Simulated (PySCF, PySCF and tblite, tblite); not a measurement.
**C3H8O3Si: conformers and averaged spectra**

Which conformers does C3H8O3Si (`O[SiH]1OCCCO1`) populate, and what do their averaged NMR parameters look like?

Programs: PySCF 2.14.0 with density-fitted response routines of our own, and tblite 0.8.0. All values are computed, except where a source is named. Atoms count from 0 throughout.

## 1. The starting structure

15 atoms, charge 0, multiplicity 1; geometry from: MMFF94s geometry.

Bonds of the start (Å): C3–C4 1.52, C3–H10 1.11, C3–H9 1.10, C4–C5 1.53, C4–H11 1.10, C4–H12 1.10, C5–H13 1.09, C5–H14 1.09, C5–O6 1.43, O0–H7 0.97, O0–Si1 1.66, O2–C3 1.44, Si1–H8 1.49, Si1–O2 1.66, Si1–O6 1.65.

## 2. GFN2-xTB relaxation, conformer 1

What the job is given:

```
{"job": {"xc": "GFN2-xTB", "basis": "xTB", "kind": "relax"}, "charge": 0, "multiplicity": 1}
O      3.000600    -0.452500    -0.360200
Si     1.434100    -0.726700     0.101400
O      0.905300     0.533300     1.038300
C     -0.516700     0.701500     1.142600
C     -1.214900     0.742500    -0.202800
C     -0.947600    -0.541500    -0.999000
O      0.448700    -0.756900    -1.224300
H      3.116000     0.377500    -0.851400
H      1.323300    -1.999500     0.863600
H     -0.700400     1.634100     1.686900
H     -0.931300    -0.110300     1.775700
H     -0.823600     1.592900    -0.776600
H     -2.296300     0.888400    -0.068200
H     -1.374800    -1.413600    -0.493800
H     -1.426800    -0.461000    -1.976400
```

On the command line:

```console
$ OMP_NUM_THREADS=1 python ens_run.py task.json out
```

This one command runs the whole study; its stages follow in the order run.

Standard output:

```text
step      E/eV     max force
  0    -668.80900    1.433
  1    -668.87624    0.808
  2    -668.91460    0.706
  3    -668.92896    0.406
  4    -668.93876    0.283
  5    -668.94409    0.199
  6    -668.94776    0.137
  7    -668.94917    0.114
  8    -668.95044    0.116
  9    -668.95207    0.114
 10    -668.95430    0.165
 11    -668.95664    0.154
 12    -668.95847    0.089
 13    -668.95962    0.074
 14    -668.96046    0.074
 15    -668.96123    0.075
 16    -668.96183    0.050
 17    -668.96218    0.035
 18    -668.96218    0.035
 19    -668.96230    0.027
 20    -668.96251    0.027
 21    -668.96260    0.029
 22    -668.96282    0.035
 23    -668.96303    0.039
 24    -668.96335    0.050
 25    -668.96376    0.050
 26    -668.96423    0.049
 27    -668.96461    0.045
 28    -668.96485    0.049
 29    -668.96507    0.059
 30    -668.96537    0.062
 31    -668.96576    0.051
 32    -668.96608    0.032
 33    -668.96625    0.033
 34    -668.96637    0.038
 35    -668.96649    0.035
 36    -668.96660    0.023
 37    -668.96667    0.019
 38    -668.96671    0.016
 39    -668.96674    0.017
 40    -668.96678    0.016
 41    -668.96683    0.017
 42    -668.96688    0.018
 43    -668.96691    0.018
 44    -668.96694    0.014
 45    -668.96696    0.008
 46    -668.96697    0.005
 47    -668.96697    0.004
 48    -668.96697    0.003
```

Run time: 0.47 s. Hardware: 1 thread of Arm Neoverse N1, shared host.

The energy fell by 0.158 eV, and the atoms moved 0.09 Å (root mean square).

GFN2-xTB relaxation, conformer 2:

What the job is given:

```
{"job": {"xc": "GFN2-xTB", "basis": "xTB", "kind": "relax"}, "charge": 0, "multiplicity": 1}
O      2.523400    -0.196500    -0.190700
Si     1.316000    -0.062700     0.932900
O      0.440900     1.294700     0.629700
C     -0.540100     1.220100    -0.423000
C     -1.481300     0.014600    -0.244500
C     -0.688800    -1.291200    -0.249500
O      0.271900    -1.340600     0.805200
H      3.191000     0.508600    -0.137700
H      1.925800    -0.000900     2.290000
H     -0.038200     1.185600    -1.384800
H     -1.129700     2.135600    -0.389000
H     -2.223800     0.002000    -1.057100
H     -2.017400     0.112500     0.712800
H     -1.368900    -2.131400    -0.107700
H     -0.185000    -1.442600    -1.208300
```

Standard output:

```text
step      E/eV     max force
  0    -668.61726    0.991
  1    -668.67032    0.724
  2    -668.69832    0.402
  3    -668.71200    0.385
  4    -668.72419    0.348
  5    -668.73541    0.367
  6    -668.74696    0.289
  7    -668.75434    0.278
  8    -668.76068    0.238
  9    -668.76776    0.334
 10    -668.77453    0.284
 11    -668.77934    0.141
 12    -668.78184    0.126
 13    -668.78337    0.129
 14    -668.78513    0.126
 15    -668.78736    0.142
 16    -668.78998    0.125
 17    -668.79265    0.121
 18    -668.79520    0.138
 19    -668.79795    0.160
 20    -668.80159    0.170
 21    -668.80654    0.183
 22    -668.81160    0.211
 23    -668.81554    0.182
 24    -668.81846    0.158
 25    -668.82146    0.181
 26    -668.82519    0.325
 27    -668.83197    0.276
 28    -668.84693    0.310
 29    -668.85632    0.231
 30    -668.85592    0.578
 31    -668.87166    0.216
 32    -668.87738    0.196
 33    -668.88245    0.381
 34    -668.88724    0.154
 35    -668.89089    0.130
 36    -668.89636    0.138
 37    -668.89744    0.071
 38    -668.89865    0.080
 39    -668.89948    0.078
 40    -668.89991    0.074
 41    -668.90040    0.079
 42    -668.90103    0.089
 43    -668.90160    0.079
 44    -668.90212    0.071
 45    -668.90262    0.062
 46    -668.90318    0.057
 47    -668.90389    0.069
 48    -668.90459    0.107
 49    -668.90576    0.091
 50    -668.90704    0.085
 51    -668.90931    0.117
 52    -668.91052    0.141
 53    -668.91261    0.199
 54    -668.91360    0.100
 55    -668.91052    0.698
 56    -668.91596    0.084
 57    -668.91720    0.071
 58    -668.89894    1.339
 59    -668.91999    0.127
 60    -668.92148    0.103
 61    -668.87586    1.834
 62    -668.92316    0.101
 63    -668.92431    0.076
 64    -668.92309    0.601
 65    -668.92656    0.049
 66    -668.92716    0.078
 67    -668.92780    0.170
 68    -668.92818    0.131
 69    -668.92927    0.055
 70    -668.92948    0.035
 71    -668.92948    0.035
 72    -668.92956    0.033
 73    -668.92979    0.064
 74    -668.93003    0.073
 75    -668.93023    0.049
 76    -668.93042    0.033
 77    -668.93064    0.061
 78    -668.93087    0.067
 79    -668.93104    0.044
 80    -668.93116    0.024
 81    -668.93126    0.034
 82    -668.93140    0.048
 83    -668.93155    0.053
 84    -668.93171    0.043
 85    -668.93187    0.034
 86    -668.93208    0.044
 87    -668.93239    0.051
 88    -668.93271    0.042
 89    -668.93291    0.038
 90    -668.93306    0.027
 91    -668.93317    0.032
 92    -668.93327    0.034
 93    -668.93335    0.029
 94    -668.93340    0.017
 95    -668.93343    0.012
 96    -668.93346    0.013
 97    -668.93348    0.014
 98    -668.93351    0.016
 99    -668.93353    0.014
100    -668.93356    0.012
101    -668.93358    0.024
102    -668.93360    0.017
103    -668.93362    0.013
104    -668.93363    0.011
105    -668.93365    0.012
106    -668.93367    0.014
107    -668.93369    0.014
108    -668.93371    0.012
109    -668.93372    0.011
110    -668.93374    0.010
111    -668.93375    0.009
112    -668.93376    0.009
113    -668.93377    0.008
114    -668.93378    0.008
115    -668.93379    0.006
116    -668.93379    0.005
117    -668.93380    0.005
118    -668.93380    0.006
119    -668.93381    0.007
120    -668.93381    0.007
121    -668.93382    0.007
122    -668.93383    0.006
123    -668.93383    0.005
124    -668.93383    0.005
125    -668.93384    0.004
```

Run time: 1.1 s. Hardware: 1 thread of Arm Neoverse N1, shared host.

The energy fell by 0.317 eV, and the atoms moved 0.51 Å (root mean square).

## 3. Shieldings, conformer 1: PBE0/pcSseg-1

What the job is given:

```
{"job": {"xc": "PBE0", "basis": "pcSseg-1", "kind": "nmr", "pop": true}, "charge": 0, "multiplicity": 1}
O      2.911654    -0.395056    -0.374544
Si     1.415231    -0.723838     0.110627
O      0.839477     0.455317     1.084243
C     -0.541441     0.686635     1.161483
C     -1.184650     0.757439    -0.221322
C     -0.968772    -0.545103    -0.987860
O      0.393328    -0.830555    -1.159860
H      3.106518     0.398945    -0.867116
H      1.542237    -1.988925     0.809052
H     -0.676840     1.632972     1.695375
H     -1.011617    -0.114201     1.746436
H     -0.719978     1.571682    -0.780411
H     -2.252034     0.953684    -0.121709
H     -1.448348    -1.373261    -0.450466
H     -1.409179    -0.477744    -1.988071
```

Standard output:

```text
coarse grid: 13104 points
cycle   1  E = -633.5979909199  dE =  1.184e+00  |g| = 1.068e+00  |ddm| = 3.476e+00
cycle   2  E = -633.3903185794  dE =  2.077e-01  |g| = 1.520e+00  |ddm| = 1.841e+00
cycle   3  E = -633.7947488037  dE = -4.044e-01  |g| = 8.113e-02  |ddm| = 1.203e+00
cycle   4  E = -633.7958356112  dE = -1.087e-03  |g| = 3.638e-02  |ddm| = 7.908e-02
cycle   5  E = -633.7961273314  dE = -2.917e-04  |g| = 9.728e-03  |ddm| = 3.274e-02
cycle   6  E = -633.7961433961  dE = -1.606e-05  |g| = 3.078e-03  |ddm| = 7.006e-03
cycle   7  E = -633.7961449969  dE = -1.601e-06  |g| = 5.636e-04  |ddm| = 2.235e-03
final grid: 122152 points
cycle   8  E = -633.8684039570  dE = -2.552e-05  |g| = 1.200e-02  |ddm| = 2.171e-02
cycle   9  E = -633.8683787742  dE =  2.518e-05  |g| = 1.691e-02  |ddm| = 1.707e-02
cycle  10  E = -633.8684300565  dE = -5.128e-05  |g| = 8.436e-04  |ddm| = 1.057e-02
cycle  11  E = -633.8684302032  dE = -1.467e-07  |g| = 2.226e-04  |ddm| = 9.174e-04
cycle  12  E = -633.8684302129  dE = -9.645e-09  |g| = 6.713e-05  |ddm| = 2.067e-04
cycle  13  E = -633.8684302135  dE = -6.582e-10  |g| = 2.711e-05  |ddm| = 5.145e-05
converged SCF energy = -633.8684302135

GIAO shielding tensors (ppm)
atom      isotropic    diamagn.    paramagn.     s11        s22        s33       span
  0 O      282.944     387.234    -104.289    249.692    273.381    325.761     76.069
  1 Si     407.795     881.321    -473.526    393.211    395.599    434.574     41.362
  2 O      273.837     397.970    -124.133    217.211    295.104    309.197     91.986
  3 C      119.940     243.120    -123.180     94.024    113.967    151.829     57.804
  4 C      150.911     251.873    -100.962    140.223    151.884    160.625     20.402
  5 C      119.941     243.150    -123.209     94.027    113.976    151.819     57.792
  6 O      273.804     397.944    -124.140    217.149    295.102    309.159     92.009
  7 H       29.505      32.015      -2.510     21.659     23.957     42.900     21.241
  8 H       27.526      29.814      -2.288     23.925     24.557     34.096     10.171
  9 H       27.364      28.837      -1.473     22.227     26.742     33.124     10.897
 10 H       27.453      30.234      -2.782     23.071     26.388     32.899      9.828
 11 H       29.584      31.842      -2.259     26.644     27.765     34.343      7.699
 12 H       30.496      30.379       0.117     26.822     27.624     37.042     10.220
 13 H       27.452      30.207      -2.755     23.071     26.387     32.898      9.827
 14 H       27.364      28.792      -1.428     22.227     26.742     33.123     10.896
```

It took 34 s on 1 thread of Arm Neoverse N1, shared host; peak memory 0.75 GiB.

Key values: HOMO -8.14 eV, LUMO 1.24 eV; dipole 2.95 D.

## 4. Shieldings, conformer 2: PBE0/pcSseg-1

What the job is given:

```
{"job": {"xc": "PBE0", "basis": "pcSseg-1", "kind": "nmr", "pop": false}, "charge": 0, "multiplicity": 1}
O      2.909107     0.005353     0.709516
Si     1.306902     0.027553     0.849392
O      0.654569     1.309810     0.078287
C     -0.613110     1.240412    -0.518332
C     -1.406380     0.011200    -0.087798
C     -0.640040    -1.269888    -0.399311
O      0.631633    -1.304723     0.191463
H      3.335447    -0.039670    -0.143382
H      1.105386     0.093581     2.283807
H     -0.477684     1.230813    -1.607908
H     -1.155441     2.153767    -0.245816
H     -2.367734    -0.002799    -0.601738
H     -1.575939     0.064814     0.988826
H     -1.197022    -2.140877    -0.033651
H     -0.514108    -1.371356    -1.485267
```

Standard output:

```text
coarse grid: 13104 points
cycle   1  E = -633.5963437248  dE =  1.188e+00  |g| = 1.068e+00  |ddm| = 3.477e+00
cycle   2  E = -633.3920437527  dE =  2.043e-01  |g| = 1.514e+00  |ddm| = 1.784e+00
cycle   3  E = -633.7924663120  dE = -4.004e-01  |g| = 8.143e-02  |ddm| = 1.158e+00
cycle   4  E = -633.7935628535  dE = -1.097e-03  |g| = 3.641e-02  |ddm| = 7.826e-02
cycle   5  E = -633.7938582163  dE = -2.954e-04  |g| = 9.328e-03  |ddm| = 3.225e-02
cycle   6  E = -633.7938727870  dE = -1.457e-05  |g| = 3.132e-03  |ddm| = 6.572e-03
cycle   7  E = -633.7938744452  dE = -1.658e-06  |g| = 5.196e-04  |ddm| = 2.205e-03
final grid: 122152 points
cycle   8  E = -633.8665029237  dE = -2.968e-05  |g| = 1.165e-02  |ddm| = 2.441e-02
cycle   9  E = -633.8664797734  dE =  2.315e-05  |g| = 1.631e-02  |ddm| = 1.625e-02
cycle  10  E = -633.8665276554  dE = -4.788e-05  |g| = 8.212e-04  |ddm| = 9.872e-03
cycle  11  E = -633.8665277931  dE = -1.377e-07  |g| = 2.210e-04  |ddm| = 8.740e-04
cycle  12  E = -633.8665278028  dE = -9.708e-09  |g| = 6.327e-05  |ddm| = 2.039e-04
cycle  13  E = -633.8665278034  dE = -5.675e-10  |g| = 2.709e-05  |ddm| = 5.026e-05
converged SCF energy = -633.8665278034

GIAO shielding tensors (ppm)
atom      isotropic    diamagn.    paramagn.     s11        s22        s33       span
  0 O      277.210     387.189    -109.978    240.619    270.577    320.434     79.815
  1 Si     412.967     881.026    -468.059    396.713    405.450    436.737     40.024
  2 O      273.865     398.105    -124.241    222.708    278.869    320.017     97.309
  3 C      118.196     241.947    -123.751     95.497    106.113    152.978     57.481
  4 C      151.977     254.769    -102.792    143.664    151.564    160.702     17.037
  5 C      118.211     241.880    -123.669     95.552    106.110    152.972     57.419
  6 O      274.263     398.114    -123.851    222.884    279.602    320.303     97.420
  7 H       29.455      31.700      -2.244     21.813     23.622     42.931     21.118
  8 H       27.420      30.202      -2.782     23.353     25.215     33.691     10.339
  9 H       27.320      29.986      -2.666     22.663     26.345     32.952     10.289
 10 H       27.123      28.690      -1.567     22.086     26.447     32.836     10.750
 11 H       30.367      30.548      -0.181     26.697     27.491     36.914     10.217
 12 H       29.706      32.382      -2.676     27.081     27.654     34.381      7.300
 13 H       27.120      28.684      -1.564     22.087     26.439     32.835     10.747
 14 H       27.324      29.959      -2.635     22.647     26.355     32.969     10.322
```

Wall time 30 s (1 thread of Arm Neoverse N1, shared host); peak memory 0.77 GiB.

Key values: HOMO -8.02 eV, LUMO 1.24 eV; dipole 3.08 D.

## 5. The ensemble: properties at PBE0/pcSseg-1

What the job is given:

```
{"job": {"study": "conf", "smiles": "O[SiH]1OCCCO1", "search": {"seed": 1982, "n_embed": 90, "ff_keep": 18, "window": 3.0, "nmax": 10, "temps": [220, 260, 298.15, 340, 380], "t_ref": 298.15, "order": 0.001}, "level": {"nmr": {"xc": "PBE0", "basis": "pcSseg-1"}}, "kind": "conf"}, "charge": 0, "multiplicity": 1}
O      2.911654    -0.395056    -0.374544
Si     1.415231    -0.723838     0.110627
O      0.839477     0.455317     1.084243
C     -0.541441     0.686635     1.161483
C     -1.184650     0.757439    -0.221322
C     -0.968772    -0.545103    -0.987860
O      0.393328    -0.830555    -1.159860
H      3.106518     0.398945    -0.867116
H      1.542237    -1.988925     0.809052
H     -0.676840     1.632972     1.695375
H     -1.011617    -0.114201     1.746436
H     -0.719978     1.571682    -0.780411
H     -2.252034     0.953684    -0.121709
H     -1.448348    -1.373261    -0.450466
H     -1.409179    -0.477744    -1.988071
```

Standard output:

```text
conformer  sym    E(xTB)   E(DFT)   G(298.15 K)  weight  dipole/D
    1     Cs      0.000    0.000    0.000   0.8258    2.946
    2     Cs      0.764    1.181    0.922   0.1742    3.083

mean shielding (ppm) by class
class atoms           220 K      260 K   298.15 K      340 K      380 K
  0 O  0            282.354    282.135    281.946    281.764    281.615
  1 Si 1            408.327    408.525    408.695    408.859    408.994
  2 O  2,6          273.845    273.855    273.863     273.87    273.877
  3 C  3,5          119.761    119.695    119.638    119.583    119.538
  4 C  4            151.021    151.061    151.096     151.13    151.158
  5 H  7               29.5     29.498     29.497     29.495     29.494
  6 H  8             27.515     27.511     27.507     27.504     27.501
  7 H  9,14           27.36     27.358     27.357     27.356     27.354
  8 H  10,13         27.418     27.406     27.395     27.384     27.376
  9 H  11            29.664     29.694      29.72     29.745     29.765
 10 H  12            30.414     30.384     30.358     30.333     30.313
```

Run time: 68 s. Hardware: 1 thread of Arm Neoverse N1, shared host. This counts the runs that the step sums up.

The search (ETKDG and KDG, MMFF94s, GFN2-xTB) embedded 90 structures, kept 4 distinct ones after the force field and 2 after xTB; 2 were carried on (window 3.0 kcal/mol at the search's own energies). Energies: PBE0/pcSseg-1 with D3(BJ).

Conformer by conformer (298 K):

| no. | group | mirror pair | ΔE xTB | ΔE DFT | ΔG | weight (%) | μ (D) | H7–O0–Si1–O2 (°) | A, B, C (GHz) |
| --- | --- | --- | --- | --- | --- | --- | --- | --- | --- |
| 1 | Cs | no | 0.00 | 0.00 | 0.00 | 82.6 | 2.95 | -59 | 3.97, 2.00, 1.50 |
| 2 | Cs | no | 0.76 | 1.18 | 0.92 | 17.4 | 3.08 | -60 | 4.07, 1.99, 1.49 |

Energies in kcal/mol. ΔG holds xTB vibrations and rotation, symmetry numbers and mirror pairs.

Weights (%) by temperature:

| no. | 220 K | 260 K | 298 K | 340 K | 380 K |
| --- | --- | --- | --- | --- | --- |
| 1 | 89.7 | 85.9 | 82.6 | 79.4 | 76.8 |
| 2 | 10.3 | 14.1 | 17.4 | 20.6 | 23.2 |

How the weights hang on the way they are made:

| scheme | 1 | 2 | mean μ (D) |
| --- | --- | --- | --- |
| DFT free energy | 83 | 17 | 2.97 |
| DFT energy, symmetry counted | 88 | 12 | 2.96 |
| DFT energy alone | 88 | 12 | 2.96 |
| xTB energy, symmetry counted | 78 | 22 | 2.98 |
| xTB free energy | 70 | 30 | 2.99 |
| lowest conformer only | 100 | 0 | 2.95 |
| equal weights | 50 | 50 | 3.01 |
| conformers found from three starts alone | 0 | 100 | 3.08 |

Shifts against references run at the same level (17O H2O 336.1, 29Si TMS 349.2, 13C TMS 186.9, 1H TMS 31.72 ppm of shielding), by class of atoms, at 298 K:

| atoms | environment | no. 1 | no. 2 | average |
| --- | --- | --- | --- | --- |
| C3, C5 | sp3 CH2 bonded to O | 67.0 | 68.7 | 67.3 |
| C4 | sp3 CH2 in a ring | 36.0 | 34.9 | 35.8 |
| H9, H14 | hydrogen on an sp3 CH2 bonded to O | 4.35 | 4.39 | 4.36 |
| H10, H13 | hydrogen on an sp3 CH2 bonded to O | 4.26 | 4.59 | 4.32 |
| H8 | hydrogen on a silicon bonded to 3 O, in a 6-membered ring | 4.19 | 4.30 | 4.21 |
| H7 | hydrogen on an oxygen bonded to Si | 2.21 | 2.26 | 2.22 |
| H11 | hydrogen on an sp3 CH2 in a ring | 2.13 | 1.35 | 2.00 |
| H12 | hydrogen on an sp3 CH2 in a ring | 1.22 | 2.01 | 1.36 |
| O2, O6 | oxygen bonded to C, Si, in a 6-membered ring | 62.3 | 62.0 | 62.2 |
| O0 | oxygen bonded to Si, H | 53.1 | 58.9 | 54.1 |
| Si1 | silicon bonded to 3 O, H, in a 6-membered ring | -58.6 | -63.8 | -59.5 |

Effective distances for nuclear Overhauser effects, ⟨r⁻⁶⟩^(−1/6) over all pairs of two classes (Å): H11···H12 1.78; H9···H10 1.99; H9···H11 2.48; H10···H12 2.48; H9···H12 2.55; H10···H11 2.89; H7···H8 3.31; H8···H10 3.37.

## 6. Outcome

| quantity | value |
| --- | --- |
| conformers | 2; the first in weight is no. 1 (Cs), 83 % at 298 K |
| root-mean-square dipole | 2.97 D |
| averaged 13C shifts (PBE0/pcSseg-1) | 67.3, 35.8 ppm |
| averaged 1H shifts (PBE0/pcSseg-1) | 4.36, 4.32, 4.21, 2.22, 2.00, 1.36 ppm |
| averaged 29Si shifts (PBE0/pcSseg-1) | -59.5 ppm |

What this shows: At 298 K conformer 1 holds 83 % of the ensemble (90 % at 220 K, 77 % at 380 K). Among conformers over 5 %, H12 differs by 0.79 ppm, while the average moves by 0.10 ppm from 220 to 380 K. Protons on O, N, S or Se exchange and bind to solvent, so their values hold for the lone molecule only.
